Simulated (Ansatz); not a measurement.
# CH5NS2Sn: one species, many methods

The task here is to estimate one member of a computed series from the others.

Method: functionals in def2-TZVPP, the program's frozen cores in correlated methods; program: Ansatz 0.2.0, Gaussian basis.

The runs, in order: LDA (SPW92), PBE-D4, revPBE-D4, BLYP-D4, r2SCAN-D4, B97M-V, PBE0-D4, B3LYP-D4, r2SCANh-D4, r2SCAN0-D4, HSE06-D4, BHLYP-D4, CAM-B3LYP-D4, LC-ωPBE, ωB97X-V, ωB97M-V, B2PLYP, PBE-QIDH; CCSD(T)/def2-SVP; CCSD(T)/def2-TZVPP; MP2/def2-QZVPP; extrapolation to the limit; RPA on PBE.

## Structure used throughout

An earlier PBE0-D4 in a triple-zeta def2 set relaxation fixed the geometry. Sn takes the def2 core potential; no spin-orbit term is included.

SMILES `[NH2][SnH]1[S]C[S]1`, 10 atoms, charge 0, spin multiplicity 1.

Atoms are counted from 1 here; the program's logs count them from 0.

Bond lengths: N1–Sn2 2.005 Å, N1–H6 1.011 Å, N1–H7 1.011 Å, Sn2–S3 2.391 Å, Sn2–S5 2.407 Å, Sn2–H8 1.706 Å, S3–C4 1.832 Å, C4–S5 1.830 Å, C4–H9 1.090 Å, C4–H10 1.089 Å. Angles: Sn2–N1–H6 115.5°, Sn2–N1–H7 116.1°, H6–N1–H7 109.7°, N1–Sn2–S3 112.3°, N1–Sn2–S5 119.5°, N1–Sn2–H8 105.7°, S3–Sn2–S5 78.3°, S3–Sn2–H8 120.8°, S5–Sn2–H8 119.0°, Sn2–S3–C4 85.2°, S3–C4–S5 111.6°, S3–C4–H9 108.8°, S3–C4–H10 108.9°, S5–C4–H9 109.1°, S5–C4–H10 108.9°, H9–C4–H10 109.4°, Sn2–S5–C4 84.8°.

The first run:

in.yaml reads:

```yaml
crystal:
  periodic: [false, false, false]
  atoms:
    - {symbol: N, position_ang: [-2.240418, -0.695764, -0.100990]}
    - {symbol: Sn, position_ang: [-0.249936, -0.938430, -0.105471]}
    - {symbol: S, position_ang: [0.815844, 0.279836, 1.654974]}
    - {symbol: C, position_ang: [1.689218, 1.162602, 0.308304]}
    - {symbol: S, position_ang: [1.128982, 0.600708, -1.340230]}
    - {symbol: H, position_ang: [-2.562974, 0.254746, -0.217728]}
    - {symbol: H, position_ang: [-2.764036, -1.309670, -0.709526]}
    - {symbol: H, position_ang: [0.010711, -2.614167, -0.291298]}
    - {symbol: H, position_ang: [1.496687, 2.230779, 0.404936]}
    - {symbol: H, position_ang: [2.758921, 0.978161, 0.400030]}
basis:
  gaussian: {orbitals: def2-TZVPP}
hamiltonian: {xc: lda}
output: {orbitals: {seedname: orbitals}}
```

Among the steps run: LDA; PBE-D4 (GGA); revPBE-D4 (GGA); BLYP-D4 (GGA); r2SCAN-D4 (meta-GGA); B97M-V (meta-GGA); PBE0-D4 (hybrid); B3LYP-D4 (hybrid); r2SCANh-D4 (hybrid); r2SCAN0-D4 (hybrid); HSE06-D4 (hybrid); BHLYP-D4 (hybrid); CAM-B3LYP-D4 (range-separated); LC-ωPBE (range-separated); ωB97X-V (range-separated); ωB97M-V (range-separated); B2PLYP (double hybrid); PBE-QIDH (double hybrid).

One table of the session follows, with a row left open; its other results are not shown here.

It belongs to the step «Frontier levels by functional». 

| functional | HOMO (eV) | gap (eV) |
| --- | --- | --- |
| LDA (SPW92) | -5.75 | 3.36 |
| PBE-D4 | -5.64 | 3.49 |
| revPBE-D4 | -5.59 | 3.53 |
| BLYP-D4 | -5.49 | 3.44 |
| r2SCAN-D4 | -5.90 | 3.92 |
| B97M-V | -5.99 | 4.11 |
| PBE0-D4 | -6.85 | 5.61 |
| B3LYP-D4 | ? | ? |
| r2SCANh-D4 | -6.34 | 4.70 |
| r2SCAN0-D4 | -7.02 | 5.87 |
| HSE06-D4 | -6.45 | 4.84 |
| BHLYP-D4 | -7.93 | 7.68 |
| CAM-B3LYP-D4 | -8.16 | 7.96 |
| LC-ωPBE | -9.53 | 10.50 |
| ωB97X-V | -9.19 | 10.04 |
| ωB97M-V | -9.03 | 9.73 |

**Question.** Estimate the row for B3LYP-D4.

Worked estimate for «HOMO (eV)». Against the share of exact exchange, BLYP-D4 (0, -5.49), BHLYP-D4 (0.5, -7.93) give a slope of -4.88 per unit share; at 0.2 the line stands at -6.47.

The run gave: HOMO (eV): -6.62; gap (eV): 5.13. In «HOMO (eV)» the line misses by +0.15.
